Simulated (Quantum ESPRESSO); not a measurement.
Wanted: the native input for a Quantum ESPRESSO 7.5 run.

| Quantity | Value |
| --- | --- |
| Task | band structure |
| Functional | PBEsol |
| Potentials or basis | GBRV 1.5 PBEsol |
| Cutoff | 612 eV |
| Density cutoff | 4898 eV |
| k mesh | 6 × 6 × 6 |
| Occupations | fermi-dirac, width 0.05 eV |
| Spin | no spin polarisation |
| Mixing beta | 0.5 |
| Most SCF iterations | 120 |
| SCF threshold | 1e-09 Ry |

CsCaF3:

```xyz
5
Lattice="4.5205 0.0000 0.0000 0.0000 4.5205 0.0000 0.0000 0.0000 4.5205" Properties=species:S:1:pos:R:3 pbc="T T T"
Cs    0.0000    0.0000    0.0000
Ca    2.2603    2.2603    2.2603
F     2.2603    2.2603    0.0000
F     2.2603    0.0000    2.2603
F     0.0000    2.2603    2.2603
```

The cell comes from a database or a generator and needn't be the stable form of this composition.

The input as run:

pw.in

```
&CONTROL
  calculation = 'scf'
  prefix = 'pwscf'
  outdir = './tmp'
  pseudo_dir = './pseudo'
  tprnfor = .true.
  tstress = .true.
  disk_io = 'low'
/
&SYSTEM
  ibrav = 0
  nat = 5
  ntyp = 3
  ecutwfc = 45
  ecutrho = 360
  nbnd = 28
  occupations = 'smearing'
  smearing = 'fd'
  degauss = 0.00367493
/
&ELECTRONS
  conv_thr = 1d-09
  electron_maxstep = 120
  mixing_beta = 0.5
/
ATOMIC_SPECIES
Cs   132.9055 cs_pbesol_v1.uspp.F.UPF
Ca    40.0780 ca_pbesol_v1.uspp.F.UPF
F     18.9984 f_pbesol_v1.4.uspp.F.UPF
CELL_PARAMETERS angstrom
   4.5205310300    0.0000000000    0.0000000000
   0.0000000000    4.5205310300    0.0000000000
   0.0000000000    0.0000000000    4.5205310300
ATOMIC_POSITIONS crystal
Cs     0.0000000000    0.0000000000    0.0000000000
Ca     0.5000000000    0.5000000000    0.5000000000
F      0.5000000000    0.5000000000    0.0000000000
F      0.5000000000    0.0000000000    0.5000000000
F      0.0000000000    0.5000000000    0.5000000000
K_POINTS automatic
6 6 6 0 0 0
```

bands.in

```
&CONTROL
  calculation = 'bands'
  prefix = 'pwscf'
  outdir = './tmp'
  pseudo_dir = './pseudo'
  disk_io = 'low'
  verbosity = 'high'
/
&SYSTEM
  ibrav = 0
  nat = 5
  ntyp = 3
  ecutwfc = 45
  ecutrho = 360
  nbnd = 28
  occupations = 'smearing'
  smearing = 'fd'
  degauss = 0.00367493
/
&ELECTRONS
  conv_thr = 1d-08
  electron_maxstep = 120
  mixing_beta = 0.5
  diago_full_acc = .true.
  startingwfc = 'random'
/
ATOMIC_SPECIES
Cs   132.9055 cs_pbesol_v1.uspp.F.UPF
Ca    40.0780 ca_pbesol_v1.uspp.F.UPF
F     18.9984 f_pbesol_v1.4.uspp.F.UPF
CELL_PARAMETERS angstrom
   4.5205310300    0.0000000000    0.0000000000
   0.0000000000    4.5205310300    0.0000000000
   0.0000000000    0.0000000000    4.5205310300
ATOMIC_POSITIONS crystal
Cs     0.0000000000    0.0000000000    0.0000000000
Ca     0.5000000000    0.5000000000    0.5000000000
F      0.5000000000    0.5000000000    0.0000000000
F      0.5000000000    0.0000000000    0.5000000000
F      0.0000000000    0.5000000000    0.5000000000
K_POINTS crystal
60
 0.0000000000  0.0000000000  0.0000000000 1
 0.0000000000  0.0714285714  0.0000000000 1
 0.0000000000  0.1428571429  0.0000000000 1
 0.0000000000  0.2142857143  0.0000000000 1
 0.0000000000  0.2857142857  0.0000000000 1
 0.0000000000  0.3571428571  0.0000000000 1
 0.0000000000  0.4285714286  0.0000000000 1
 0.0000000000  0.5000000000  0.0000000000 1
 0.0714285714  0.5000000000  0.0000000000 1
 0.1428571429  0.5000000000  0.0000000000 1
 0.2142857143  0.5000000000  0.0000000000 1
 0.2857142857  0.5000000000  0.0000000000 1
 0.3571428571  0.5000000000  0.0000000000 1
 0.4285714286  0.5000000000  0.0000000000 1
 0.5000000000  0.5000000000  0.0000000000 1
 0.4545454545  0.4545454545  0.0000000000 1
 0.4090909091  0.4090909091  0.0000000000 1
 0.3636363636  0.3636363636  0.0000000000 1
 0.3181818182  0.3181818182  0.0000000000 1
 0.2727272727  0.2727272727  0.0000000000 1
 0.2272727273  0.2272727273  0.0000000000 1
 0.1818181818  0.1818181818  0.0000000000 1
 0.1363636364  0.1363636364  0.0000000000 1
 0.0909090909  0.0909090909  0.0000000000 1
 0.0454545455  0.0454545455  0.0000000000 1
 0.0000000000  0.0000000000  0.0000000000 1
 0.0357142857  0.0357142857  0.0357142857 1
 0.0714285714  0.0714285714  0.0714285714 1
 0.1071428571  0.1071428571  0.1071428571 1
 0.1428571429  0.1428571429  0.1428571429 1
 0.1785714286  0.1785714286  0.1785714286 1
 0.2142857143  0.2142857143  0.2142857143 1
 0.2500000000  0.2500000000  0.2500000000 1
 0.2857142857  0.2857142857  0.2857142857 1
 0.3214285714  0.3214285714  0.3214285714 1
 0.3571428571  0.3571428571  0.3571428571 1
 0.3928571429  0.3928571429  0.3928571429 1
 0.4285714286  0.4285714286  0.4285714286 1
 0.4642857143  0.4642857143  0.4642857143 1
 0.5000000000  0.5000000000  0.5000000000 1
 0.4545454545  0.5000000000  0.4545454545 1
 0.4090909091  0.5000000000  0.4090909091 1
 0.3636363636  0.5000000000  0.3636363636 1
 0.3181818182  0.5000000000  0.3181818182 1
 0.2727272727  0.5000000000  0.2727272727 1
 0.2272727273  0.5000000000  0.2272727273 1
 0.1818181818  0.5000000000  0.1818181818 1
 0.1363636364  0.5000000000  0.1363636364 1
 0.0909090909  0.5000000000  0.0909090909 1
 0.0454545455  0.5000000000  0.0454545455 1
 0.0000000000  0.5000000000  0.0000000000 1
 0.5000000000  0.5000000000  0.0000000000 1
 0.5000000000  0.5000000000  0.0625000000 1
 0.5000000000  0.5000000000  0.1250000000 1
 0.5000000000  0.5000000000  0.1875000000 1
 0.5000000000  0.5000000000  0.2500000000 1
 0.5000000000  0.5000000000  0.3125000000 1
 0.5000000000  0.5000000000  0.3750000000 1
 0.5000000000  0.5000000000  0.4375000000 1
 0.5000000000  0.5000000000  0.5000000000 1
```

Potentials or basis: GBRV 1.5 PBEsol.

Run with:

```bash
$ OMP_NUM_THREADS=1 mpirun -n 2 pw.x -nk 2 -in pw.in > pw.out
$ OMP_NUM_THREADS=1 mpirun -n 2 pw.x -nk 2 -in bands.in > bands.out
```

It gave:

```
Pressure                : -1.0 GPa
Band gap on the k mesh  : 6.97 eV, indirect (least direct gap 7.00 eV)
Band gap along the path : 6.97 eV, indirect (least direct gap 7.00 eV)
```

Caveat: some levels on the path didn't converge; spin-orbit coupling is left out, which moves the levels of the heavy elements.

Wall time 73 s on 2 MPI ranks on Intel(R) Xeon(R) 6975P-C (Granite Rapids), on a shared host, peak memory 0.44 GiB a rank.
